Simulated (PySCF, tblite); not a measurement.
**H8NOPSi2: a rotation path, then NMR shifts on frames**

How do NMR shifts of H8NOPSi2 (`N[SiH2]O[SiH2]P`) change as the atoms move?

Programs: tblite 0.8.0 and PySCF 2.14.0, with density-fitted response routines of our own. Each step states its level of theory. These are calculated values for one molecule in the gas phase, unless marked as measured. Atoms are numbered from 0 throughout.

**1. The molecule as given**

13 atoms, charge 0, multiplicity 1; geometry from: GFN2-xTB.

Bonds of the start (Å): N0–Si1 1.72, Si1–O2 1.64, O2–Si3 1.61, Si3–P4 2.25, N0–H5 1.01, N0–H6 1.01, Si1–H7 1.46, Si1–H8 1.46, Si3–H9 1.46, Si3–H10 1.46, P4–H11 1.38, P4–H12 1.38.

**2. The rotation path with GFN2-xTB**

What the job is given:

```
{"job": {"kind": "neb", "xc": "GFN2-xTB", "basis": "xTB", "atoms": [0, 1, 2, 3], "turn": 120}, "charge": 0, "multiplicity": 1}
N     -1.938332    -1.019873    -0.175061
Si    -1.465753    -0.001739     1.124120
O      0.055605     0.605360     1.020519
Si     1.348955     0.984241     0.139260
P      1.281649    -0.216681    -1.758287
H     -2.017825    -0.629650    -1.101288
H     -1.568133    -1.954806    -0.236543
H     -1.421961    -0.810224     2.333507
H     -2.342305     1.161290     1.104288
H      1.263446     2.398365    -0.227695
H      2.489348     0.689312     1.006540
H      1.778996    -1.382239    -1.199721
H      2.531921     0.177131    -2.197510
```

With the program's defaults for keys left out, this is: GFN2-xTB climbing-image nudged elastic band, gas phase.

The run is started by

```bash
OMP_NUM_THREADS=1 python probes_run.py task.json out
```

One launch serves the whole session: the jobs run in the order shown.

Output:

```text
image   E - E0 / eV
  0      -0.0000
  1       0.0028
  2       0.0104
  3       0.0206
  4       0.0293
  5       0.0342
  6       0.0357
  7       0.0351
  8       0.0276
```

It took 2.8 s on 1 thread of Intel Xeon Platinum 8375C at 2.90GHz, shared host; peak memory 0.19 GiB.

The final band, with the dihedral N0–Si1–O2–Si3:

| image | dihedral (°) | energy (eV) | energy (kcal/mol) |
| --- | --- | --- | --- |
| 0 | 21 | 0.000 | 0.0 |
| 1 | 37 | 0.003 | 0.1 |
| 2 | 53 | 0.010 | 0.2 |
| 3 | 68 | 0.021 | 0.5 |
| 4 | 83 | 0.029 | 0.7 |
| 5 | 99 | 0.034 | 0.8 |
| 6 | 115 | 0.036 | 0.8 |
| 7 | 131 | 0.035 | 0.8 |
| 8 | 144 | 0.028 | 0.6 |

**3. Shielding tensors: image 0, PBE0/pcSseg-1**

What the job is given:

```
{"job": {"kind": "nmr", "xc": "PBE0", "basis": "pcSseg-1", "pop": false}, "charge": 0, "multiplicity": 1}
N     -1.938300    -1.019900    -0.175100
Si    -1.465800    -0.001700     1.124100
O      0.055600     0.605400     1.020500
Si     1.349000     0.984200     0.139300
P      1.281600    -0.216700    -1.758300
H     -2.017800    -0.629600    -1.101300
H     -1.568100    -1.954800    -0.236500
H     -1.422000    -0.810200     2.333500
H     -2.342300     1.161300     1.104300
H      1.263400     2.398400    -0.227700
H      2.489300     0.689300     1.006500
H      1.779000    -1.382200    -1.199700
H      2.531900     0.177100    -2.197500
```

With the program's defaults for keys left out, this is: GIAO PBE0/pcSseg-1 NMR shielding, non-relativistic, gas phase.

Output:

```text
coarse grid: 11984 points
cycle   1  E = -1054.4984839469  dE =  3.852e-01  |g| = 8.276e-01  |ddm| = 3.240e+00
cycle   2  E = -1054.2935564798  dE =  2.049e-01  |g| = 1.320e+00  |ddm| = 1.725e+00
cycle   3  E = -1054.6194759074  dE = -3.259e-01  |g| = 1.184e-01  |ddm| = 1.249e+00
cycle   4  E = -1054.6216382787  dE = -2.162e-03  |g| = 6.103e-02  |ddm| = 1.360e-01
cycle   5  E = -1054.6223882384  dE = -7.500e-04  |g| = 9.500e-03  |ddm| = 4.544e-02
cycle   6  E = -1054.6224076040  dE = -1.937e-05  |g| = 2.298e-03  |ddm| = 1.286e-02
cycle   7  E = -1054.6224088047  dE = -1.201e-06  |g| = 3.886e-04  |ddm| = 3.543e-03
final grid: 100960 points
cycle   8  E = -1054.6573588860  dE = -9.523e-06  |g| = 8.833e-03  |ddm| = 1.804e-02
cycle   9  E = -1054.6573373276  dE =  2.156e-05  |g| = 1.391e-02  |ddm| = 1.468e-02
cycle  10  E = -1054.6573730014  dE = -3.567e-05  |g| = 7.287e-04  |ddm| = 9.367e-03
cycle  11  E = -1054.6573731085  dE = -1.071e-07  |g| = 1.985e-04  |ddm| = 9.211e-04
cycle  12  E = -1054.6573731158  dE = -7.300e-09  |g| = 6.159e-05  |ddm| = 1.751e-04
cycle  13  E = -1054.6573731166  dE = -7.235e-10  |g| = 1.194e-05  |ddm| = 6.220e-05
converged SCF energy = -1054.6573731166

GIAO shielding tensors (ppm)
atom      isotropic    diamagn.    paramagn.     s11        s22        s33       span
  0 N      225.686     322.771     -97.086    199.096    228.358    249.603     50.508
  1 Si     387.676     880.496    -492.820    356.309    390.298    416.421     60.112
  2 O      270.655     402.826    -132.171    197.350    267.577    347.037    149.686
  3 Si     373.573     880.510    -506.937    321.137    363.375    436.209    115.072
  4 P      602.324     969.650    -367.326    533.224    608.973    664.775    131.550
  5 H       30.427      33.034      -2.607     24.814     27.085     39.383     14.569
  6 H       30.509      33.133      -2.624     25.387     26.459     39.682     14.294
  7 H       26.979      29.463      -2.484     22.846     25.199     32.893     10.047
  8 H       26.865      29.325      -2.460     22.791     25.189     32.616      9.825
  9 H       26.146      29.597      -3.451     22.298     24.849     31.293      8.995
 10 H       25.795      29.490      -3.694     21.618     24.699     31.069      9.451
 11 H       30.362      32.219      -1.857     25.539     27.914     37.633     12.094
 12 H       30.900      30.285       0.615     25.984     26.727     39.988     14.005
```

It took 22 s on 1 thread of Intel Xeon Platinum 8375C at 2.90GHz, shared host; peak memory 0.72 GiB.

The references, computed at this level on geometries of the same kind, shield at (ppm): 1H TMS 31.72, 29Si TMS 349.2, 15N NH3 267.7, 17O H2O 336.1, 31P H3PO4 318.4. Their shielding less the atom's gives the shift. The references are single molecules in the gas phase, so shifts against H2O, NH3, PH3, H3PO4 or CFCl3 are not on the usual liquid scales and can be off by tens of ppm. Each atom is listed at this fixed geometry, with no averaging over motion; a spectrum would average atoms that exchange fast.

| atoms | environment | σ (ppm) | δ (ppm) |
| --- | --- | --- | --- |
| H10 | hydrogen on a silicon bonded to O, P | 25.80 | 5.92 |
| H9 | hydrogen on a silicon bonded to O, P | 26.15 | 5.57 |
| H8 | hydrogen on a silicon bonded to N, O | 26.87 | 4.85 |
| H7 | hydrogen on a silicon bonded to N, O | 26.98 | 4.74 |
| H11 | hydrogen on a phosphorus bonded to Si | 30.36 | 1.36 |
| H5 | hydrogen on a nitrogen bonded to Si | 30.43 | 1.29 |
| H6 | hydrogen on a nitrogen bonded to Si | 30.51 | 1.21 |
| H12 | hydrogen on a phosphorus bonded to Si | 30.90 | 0.82 |
| N0 | nitrogen bonded to Si, 2 H | 225.7 | 42.0 |
| Si3 | silicon bonded to O, P, 2 H | 373.6 | -24.4 |
| Si1 | silicon bonded to N, O, 2 H | 387.7 | -38.5 |
| O2 | oxygen bonded to 2 Si | 270.7 | 65.4 |
| P4 | phosphorus bonded to Si, 2 H | 602.3 | -283.9 |

The fields below are evaluated on a grid from the run's orbitals.

Frontier orbitals at PBE0/pcSseg-1, with the share of their density that lies nearest to each atom:

| orbital | energy (eV) | lies on |
| --- | --- | --- |
| HOMO | -7.35 | P4 44 %; N0 18 %; H10, H11, H12 about 6 % each |
| LUMO | 0.25 | Si3 18 %; P4 16 %; H9, H10, H12 about 12 % each |

ELF in a plane through or near 5 of the atoms.

Ten even steps from ' ' (0.00) to '@' (1.00):
```
                                                        
                                                        
                                                        
                                                        
                ..::::..  ..--::      ..                
              ..--++==::::++##**::..==**==::            
              ..--::..  ==%%%%##==::**%%##==..          
              ....  %%##::%%##%%==....++**==..          
              ..::  **==::######..****..--::            
              ..++##++------==--....::..::..            
      ..++##**++++%%@@%%--    ..++######++--            
      ==@@@@@@@@++..::##++    --##%%**%%%%##==          
      **@@@@@@@@--**++--**..  --##==**%%@@%%##..        
      ==@@@@@@@@------++##::  ::++****%%%%%%**..        
        ++####**++==**%%##::    ::==++++++++--          
              ..--**####**::        ......              
                ..--====--                              
                  ......                                
                                                        
                                                        
```
The map spans 11.5 Å across and 8.7 Å up, centred on the molecule. Atoms in the plane (x, y in Å): N0 (1.9, -1.1), Si1 (1.8, 0.6), Si3 (-1.4, 1.0), P4 (-1.8, -1.2), H12 (-3.1, -1.1).

On the surface of density 0.002 e/bohr³ the electrostatic potential runs, from the 1st to the 99th percentile, from -1.10 V near N0 to 1.49 V near H6.

**4. Shielding tensors: image 3, PBE0/pcSseg-1**

What the job is given:

```
{"job": {"kind": "nmr", "xc": "PBE0", "basis": "pcSseg-1", "pop": false}, "charge": 0, "multiplicity": 1}
N     -1.932000    -1.336400     0.115300
Si    -1.518400     0.100500     0.958100
O      0.087300     0.430800     0.993000
Si     1.449800     0.846500     0.239600
P      1.241300     0.376100    -1.944800
H     -1.787800    -1.381500    -0.880500
H     -1.741200    -2.233500     0.532300
H     -1.832100    -0.092300     2.364500
H     -2.166800     1.199100     0.256200
H      1.626900     2.292300     0.371700
H      2.491800     0.083700     0.925300
H      1.527300    -0.975300    -1.832700
H      2.549500     0.690500    -2.265800
```

Method: GIAO PBE0/pcSseg-1 NMR shielding, non-relativistic, gas phase.

Output:

```text
coarse grid: 11984 points
cycle   1  E = -1054.4976879244  dE =  3.850e-01  |g| = 8.293e-01  |ddm| = 3.236e+00
cycle   2  E = -1054.2926253016  dE =  2.051e-01  |g| = 1.321e+00  |ddm| = 1.728e+00
cycle   3  E = -1054.6191974444  dE = -3.266e-01  |g| = 1.208e-01  |ddm| = 1.255e+00
cycle   4  E = -1054.6215042418  dE = -2.307e-03  |g| = 6.040e-02  |ddm| = 1.382e-01
cycle   5  E = -1054.6222363534  dE = -7.321e-04  |g| = 9.403e-03  |ddm| = 4.444e-02
cycle   6  E = -1054.6222556067  dE = -1.925e-05  |g| = 2.330e-03  |ddm| = 1.292e-02
cycle   7  E = -1054.6222568619  dE = -1.255e-06  |g| = 3.754e-04  |ddm| = 3.587e-03
final grid: 100960 points
cycle   8  E = -1054.6567514377  dE = -9.839e-06  |g| = 8.412e-03  |ddm| = 1.604e-02
cycle   9  E = -1054.6567320880  dE =  1.935e-05  |g| = 1.324e-02  |ddm| = 1.389e-02
cycle  10  E = -1054.6567640819  dE = -3.199e-05  |g| = 6.949e-04  |ddm| = 8.910e-03
cycle  11  E = -1054.6567641775  dE = -9.559e-08  |g| = 1.915e-04  |ddm| = 8.711e-04
cycle  12  E = -1054.6567641844  dE = -6.934e-09  |g| = 5.943e-05  |ddm| = 1.687e-04
cycle  13  E = -1054.6567641851  dE = -6.753e-10  |g| = 1.137e-05  |ddm| = 6.063e-05
converged SCF energy = -1054.6567641851

GIAO shielding tensors (ppm)
atom      isotropic    diamagn.    paramagn.     s11        s22        s33       span
  0 N      229.383     321.997     -92.614    203.214    229.811    255.124     51.910
  1 Si     389.746     880.402    -490.655    356.237    392.483    420.518     64.281
  2 O      272.007     402.105    -130.098    207.155    275.916    332.951    125.796
  3 Si     373.015     880.430    -507.415    320.228    363.099    435.718    115.490
  4 P      602.311     969.316    -367.006    534.625    610.416    661.891    127.266
  5 H       30.709      33.769      -3.060     24.045     28.004     40.077     16.032
  6 H       30.404      31.985      -1.581     24.947     25.562     40.702     15.755
  7 H       27.112      29.059      -1.947     22.826     25.448     33.061     10.236
  8 H       26.873      30.078      -3.205     23.111     25.473     32.034      8.924
  9 H       26.197      29.292      -3.094     22.294     24.993     31.306      9.012
 10 H       25.818      29.761      -3.943     21.657     24.836     30.962      9.305
 11 H       30.346      32.266      -1.920     25.360     28.078     37.600     12.240
 12 H       30.782      30.060       0.722     25.876     26.710     39.760     13.884
```

Wall time 13 s (1 thread of Intel Xeon Platinum 8375C at 2.90GHz, shared host); peak memory 0.74 GiB.

In short: δ N0 38.3, Si3 -23.9, Si1 -40.6, O2 64.1, H10 5.90, H9 5.52 ppm.

[end of part 1 of 2]
